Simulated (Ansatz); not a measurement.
# TaNbO: the cost of one run

Method: DFT PBE, scalar-relativistic, plane waves, PAW, in Ansatz 0.2.0.

**1. The structure to begin with**

It takes space group I-4m2 (No. 119, tetragonal). The conventional cell has a = 4.746 Å, b = 4.746 Å, c = 4.101 Å, α = 90.00°, β = 90.00°, γ = 90.00°. Ta (site symmetry -4m2) is surrounded by 2 O at 2.05 Å. Nb (site symmetry -4m2) is surrounded by 4 Ta at 2.59 Å and 4 O at 2.59 Å. O (site symmetry -4m2) is surrounded by 2 Ta at 2.05 Å and 4 Nb at 2.59 Å.

Structure file:

```cif
data_structure
_symmetry_space_group_name_H-M 'P 1'
_symmetry_Int_Tables_number 1
_cell_length_a 3.9330
_cell_length_b 3.9330
_cell_length_c 3.9330
_cell_angle_alpha 105.771
_cell_angle_beta 105.771
_cell_angle_gamma 117.156
_cell_volume 46.19
loop_
_atom_site_label
_atom_site_type_symbol
_atom_site_fract_x
_atom_site_fract_y
_atom_site_fract_z
_atom_site_occupancy
Ta1 Ta 0.75000 0.25000 0.50000 1
Nb1 Nb 0.50000 0.50000 0.00000 1
O1 O 0.25000 0.75000 0.50000 1
```

A structure generator made this guess: random cell by space group and Wyckoff sites (I-4m2, No. 119). The dimensions are guesses.

**2. Probe: one point on a coarse mesh**

input.yaml reads:

```yaml
crystal:
  lattice:
    - [-2.37323865, 2.37323865, 2.05043082]
    - [2.37323865, -2.37323865, 2.05043082]
    - [2.37323865, 2.37323865, -2.05043082]
  atoms:
    - { symbol: Ta, position: [0.75, 0.25, 0.5] }
    - { symbol: Nb, position: [0.5, 0.5, 0.0] }
    - { symbol: O, position: [0.25, 0.75, 0.5] }
basis:
  ecutwfc: 420
kpoints:
  mp_grid: { grid: [6, 6, 6] }
hamiltonian:
  xc: pbe
scf:
  occupations: { method: gaussian, width: 0.1 }
  lower_state_search: "off"
output:
  forces: true
  stress: true
  eigenvalues: true
```

Started as:

```sh
$ ansatz run input.yaml --threads 1 --pin off --max-ram 2560MiB --backend cpu --events-out ev --progress --plain --runs-dir out
```

Q: Estimate wall time and peak memory on 1 thread of Intel Xeon at 2.70GHz, shared host.

About 2.2 s, with a peak of 0.36 GiB.
